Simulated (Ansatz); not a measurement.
**HfS4: one candidate of a structure search**

Where does this trial cell of HfS4 go when cell and atoms are let free?

Computed with Ansatz 0.2.0 (DFT PBE, scalar-relativistic, plane waves, PAW, unless a step's input says otherwise).

## 1. Starting point

It takes space group P6/mmm (No. 191, hexagonal). The conventional cell has a = 4.995 Å, b = 4.995 Å, c = 6.240 Å, α = 90.00°, β = 90.00°, γ = 120.00°. Hf (site symmetry 6/mmm) has 2 S at 1.85 Å in its first shell of neighbours. S (site symmetry 6mm) is surrounded by 1 Hf at 1.85 Å. S (site symmetry -6m2) has 3 S at 2.88 Å and 3 Hf at 2.88 Å in its first shell of neighbours.

As a file:

```
CELL_PARAMETERS angstrom
4.99456 0.00000 0.00000
-2.49728 4.32542 0.00000
0.00000 0.00000 6.24016
ATOMIC_POSITIONS crystal
Hf 0.00000 0.00000 0.50000
S 0.00000 0.00000 0.79601
S 0.00000 0.00000 0.20399
S 0.33333 0.66667 0.50000
S 0.66667 0.33333 0.50000
```

A structure generator made this guess: random cell by space group and Wyckoff sites (P6/mmm, No. 191). Its size is a rough estimate.

## 2. A first look at the guess

Contents of input.yaml:

```yaml
crystal:
  lattice:
    - [4.99456411, 0.0, 0.0]
    - [-2.49728206, 4.3254194, 0.0]
    - [0.0, 0.0, 6.24016418]
  atoms:
    - { symbol: Hf, position: [0.0, 0.0, 0.5] }
    - { symbol: S, position: [0.0, 0.0, 0.79600954] }
    - { symbol: S, position: [0.0, 0.0, 0.20399046] }
    - { symbol: S, position: [0.33333333, 0.66666667, 0.5] }
    - { symbol: S, position: [0.66666667, 0.33333333, 0.5] }
basis:
  ecutwfc: 420
kpoints:
  mp_grid: { grid: [6, 6, 4] }
hamiltonian:
  xc: pbe
scf:
  occupations: { method: gaussian, width: 0.1 }
  lower_state_search: "off"
output:
  forces: true
  stress: true
  eigenvalues: true
```

Run with:

```sh
$ ansatz run input.yaml --threads 1 --pin off --max-ram 2560MiB --backend cpu --events-out ev --progress --plain --runs-dir out
```

The session goes on with these runs: coarse relaxation; relaxation on the finer mesh.

What does the calculation give? Wanted: conventional cell; volume; energy over the elements; gap on the mesh.

The runs gave:

```
                              quantity                                                                       value
symmetry at the end (tolerance 0.05 Å)                                                space group P6/mmm (No. 191)
                     conventional cell  a = 4.622 Å, b = 4.622 Å, c = 6.901 Å, α = 90.00°, β = 90.00°, γ = 120.00°
                                volume                                                               25.53 Å³/atom
              energy over the elements                                                               -0.21 eV/atom
                       gap on the mesh                                                                none (metal)
```

The space group P6/mmm (No. 191) is kept, and the volume per atom shrinks by 5.3 % from the first guess. A negative formation energy is needed for stability but isn't enough; other structures and compounds were not set against it here. No finished test with a distortion of lower symmetry is shown, so the end may be a saddle point. The runs treat Hf without spin-orbit coupling. Where forces pass 15 eV/Å atoms stand far too close, the PAW spheres overlap strongly and those numbers are rough.
